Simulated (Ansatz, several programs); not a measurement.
BN in the zincblende structure, relaxed with r2SCAN in Ansatz (plane waves, PAW): it is cubic, F-43m (No. 216); conventional cell a = 3.610 Å, 5.88 Å³ an atom. B is surrounded by 4 N at 1.56 Å; N is surrounded by 4 B at 1.56 Å. The cell was then scaled with its shape and fractional coordinates held. The values are computed, spin-unpolarised, and not measurements.

```csv
V (Å³/atom),E (meV/atom)
5.526,28.54
5.879,0.00
6.055,6.16
6.232,23.59
```

Task: Pass a cubic E = c₀ + c₁u + c₂u² + c₃u³, with u = V − 5.923 Å³, through these points.

Result: c₀ = 0.40, c₁ = +17.989, c₂ = 201.848, c₃ = -55.5003 (meV and Å³).

Task: Where is the minimum, and what bulk modulus follows?

Result: dE/du = 0 at u = -0.044, so V₀ = 5.88 Å³. B = V₀ d²E/dV² = 5.88 × (2c₂ + 6c₃u) = 5.88 × 418.273 = 2459 meV/Å³, and 1 meV/Å³ is 0.16022 GPa: 394 GPa. A third-order Birch-Murnaghan fit to all five points gives 5.88 Å³ and 392 GPa.

Task: Predict the energy and the pressure at the withheld volume, 5.703 Å³.

Result: With u = -0.220: E ≈ 6.80 meV and P = −dE/dV ≈ +12.64 GPa. The run gives 6.82 meV and, from its stress, +12.65 GPa.
